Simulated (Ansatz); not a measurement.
# Sr₃Mg, space group Fm-3m: a band structure

Run with Ansatz 0.2.0 through its Python package.

The script reads `sr3mg.extxyz`:
```text
4
Lattice="0.0 4.445928 4.445928 4.445928 0.0 4.445928 4.445928 4.445928 0.0" Properties=species:S:1:pos:R:3 pbc="T T T"
Sr    4.44592800    4.44592800    4.44592800
Sr    6.66889200    6.66889200    6.66889200
Sr    2.22296400    2.22296400    2.22296400
Mg    0.00000000    0.00000000    0.00000000
```

`run_bands.py`:
```python
# -*- coding: utf-8 -*-
'''Band structure of Sr3Mg.'''

import warnings

import ansatz as az
import numpy as np


def main():
    warnings.simplefilter('ignore', az.DeckWarning)

    crystal = az.Crystal.from_extxyz('sr3mg.extxyz')

    # high-symmetry points in fractions of the reciprocal vectors
    path = [
        ('K', (0.375, 0.375, 0.75)),
        ('G', (0.0, 0.0, 0.0)),
        ('L', (0.5, 0.5, 0.5)),
        ('W', (0.5, 0.25, 0.75)),
        ('X', (0.5, 0.0, 0.5)),
    ]
    calculation = crystal.calculation()
    calculation = calculation.functional('PBEsol')
    calculation = calculation.pseudopotentials('paw')
    calculation = calculation.basis(550)
    calculation = calculation.kpoints(5, center='gamma')
    calculation = calculation.occupations('cold', width=100 * az.meV)
    calculation = calculation.band_structure([point for _, point in path], intervals=6)
    calculation = calculation.scf(extra_bands=6).density_of_states(energy_step=0.2, nscf_kmesh_spacing=0.16)
    calculation = calculation.band_table()
    with warnings.catch_warnings(record=True) as caught:
        warnings.simplefilter('always')
        result = calculation.run(threads=1)
    print('warnings raised:', sorted(w.category.__name__ for w in caught) or 'none')
    data = result.report

    for key in ('converged', 'n_iterations', 'n_electrons', 'n_kpoints', 'n_pw', 'n_symmetry_ops', 'free_energy_ev', 'fermi_energy_ev'):
        print(f'{key:18s} {data[key]}')

    dos = result.density_of_states()
    energy = np.asarray(dos.energies_ev) - dos.fermi_ev
    top = min(levels[-1] for levels in data['eigenvalues_ev']) - dos.fermi_ev  # the computed bands end here
    for spin, channel in enumerate(dos.channels):
        g = np.asarray(channel.g_bin_mean_per_ev)
        peak = np.where(np.abs(energy) < 8, g, 0).argmax()
        print(f'channel {spin}: g(E_F) = {np.interp(0.0, energy, g):.3f} states/eV, highest peak within 8 eV {g[peak]:.2f} at {energy[peak]:.2f} eV')
    grid = np.arange(-8, min(8, top), 0.25)
    columns = [grid] + [np.interp(grid, energy, ch.g_bin_mean_per_ev) for ch in dos.channels]
    np.savetxt('dos_sr3mg.dat', np.column_stack(columns), fmt='%.3f', header='E-EF (eV), states/eV by channel')

    bands = result.band_structure()
    fermi = bands.fermi_energy_ev
    print(f'zero of the bands: {fermi:.3f} eV, the Fermi level found on the SCF mesh')
    for spin, channel in enumerate(bands.channels):
        levels = channel.eigenvalues_ev - fermi
        crossing = [b for b in range(levels.shape[1]) if levels[:, b].min() < 0 < levels[:, b].max()]
        print(f'channel {spin}: bands that cross the Fermi level on this path:', [b + 1 for b in crossing] or 'none')
        shown = crossing or sorted(np.argsort(np.abs(levels).min(axis=0))[:2])
        for k, row in zip(bands.kpoints_frac, levels[:, shown]):
            print(f'{k[0]:7.3f} {k[1]:7.3f} {k[2]:7.3f}  ', ' '.join(f'{e:8.3f}' for e in row))


if __name__ == '__main__':
    main()
```

```console
$ python run_bands.py
warnings raised: none
converged          True
n_iterations       6
n_electrons        40.0
n_kpoints          10
n_pw               5065
n_symmetry_ops     48
free_energy_ev     -12388.445380384925
fermi_energy_ev    5.388249864129456
channel 0: g(E_F) = 4.079 states/eV, highest peak within 8 eV 9.63 at 1.15 eV
zero of the bands: 5.388 eV, the Fermi level found on the SCF mesh
channel 0: bands that cross the Fermi level on this path: [18, 19, 20, 21]
  0.375   0.375   0.750     -1.648   -1.516   -0.525    0.036
  0.312   0.312   0.625     -1.688   -1.341   -0.212   -0.081
  0.250   0.250   0.500     -1.512   -0.935   -0.173    0.129
  0.188   0.188   0.375     -1.168   -0.475   -0.213    0.332
  0.125   0.125   0.250     -0.729   -0.185   -0.097    0.322
  0.062   0.062   0.125     -0.265   -0.093    0.010    0.234
  0.000   0.000   0.000      0.004    0.004    0.004    0.175
  0.083   0.083   0.083     -0.176   -0.048   -0.048    0.262
  0.167   0.167   0.167     -0.568   -0.111   -0.111    0.423
  0.250   0.250   0.250     -1.038   -0.152   -0.152    0.588
  0.333   0.333   0.333     -1.535   -0.172   -0.172    0.524
  0.417   0.417   0.417     -2.018   -0.180   -0.180    0.600
  0.500   0.500   0.500     -2.325   -0.182   -0.182    0.734
  0.500   0.458   0.542     -2.294   -0.311   -0.171    0.500
  0.500   0.417   0.583     -2.204   -0.585   -0.171    0.224
  0.500   0.375   0.625     -2.057   -0.883   -0.344    0.148
  0.500   0.333   0.667     -1.858   -1.152   -0.654    0.241
  0.500   0.292   0.708     -1.621   -1.352   -0.973    0.364
  0.500   0.250   0.750     -1.430   -1.430   -1.192    0.429
  0.500   0.208   0.708     -1.565   -1.278   -1.178    0.410
  0.500   0.167   0.667     -1.681   -1.138   -1.116    0.361
  0.500   0.125   0.625     -1.775   -1.082   -0.949    0.297
  0.500   0.083   0.583     -1.844   -1.025   -0.788    0.235
  0.500   0.042   0.542     -1.885   -0.981   -0.658    0.189
  0.500   0.000   0.500     -1.900   -0.965   -0.603    0.172
```

File `dos_sr3mg.dat` afterwards:
```text
# E-EF (eV), states/eV by channel
-8.000 0.000
-7.750 0.000
-7.500 0.000
-7.250 0.000
-7.000 0.000
-6.750 0.000
-6.500 0.000
-6.250 0.000
-6.000 0.000
-5.750 0.000
-5.500 0.000
-5.250 0.000
-5.000 0.000
-4.750 0.000
-4.500 0.000
-4.250 0.001
-4.000 0.281
-3.750 0.570
-3.500 0.796
-3.250 1.034
-3.000 1.485
-2.750 2.170
-2.500 1.425
-2.250 0.069
-2.000 1.102
-1.750 2.919
-1.500 1.957
-1.250 2.098
-1.000 2.407
-0.750 2.924
-0.500 3.305
-0.250 4.960
0.000 4.079
0.250 5.144
0.500 3.112
0.750 4.473
1.000 8.060
1.250 8.637
```

Notes:
- Absolute energies stand on the zero of these potentials, so only differences at equal settings mean something. A total without «per atom» is that of the cell as typed.
- The mesh is modest for a metal, so energies can be off by several to tens of meV an atom and pressures by half a GPa or more; differences at equal mesh fare better.
- An absolute Fermi energy rests on an arbitrary zero of the periodic potential and has no direct meaning.
- The structure comes from a database of computed cells and needn't be a stable or known phase.
- Levels are Kohn-Sham eigenvalues on this mesh, without spin-orbit coupling.
- The computed bands are complete only to about 1.4 eV above the Fermi level; beyond that the density of states is undercounted.
- Timing: 11 s on 1 thread of Arm Neoverse V1, with other jobs on the host, peak memory 0.48 GiB.
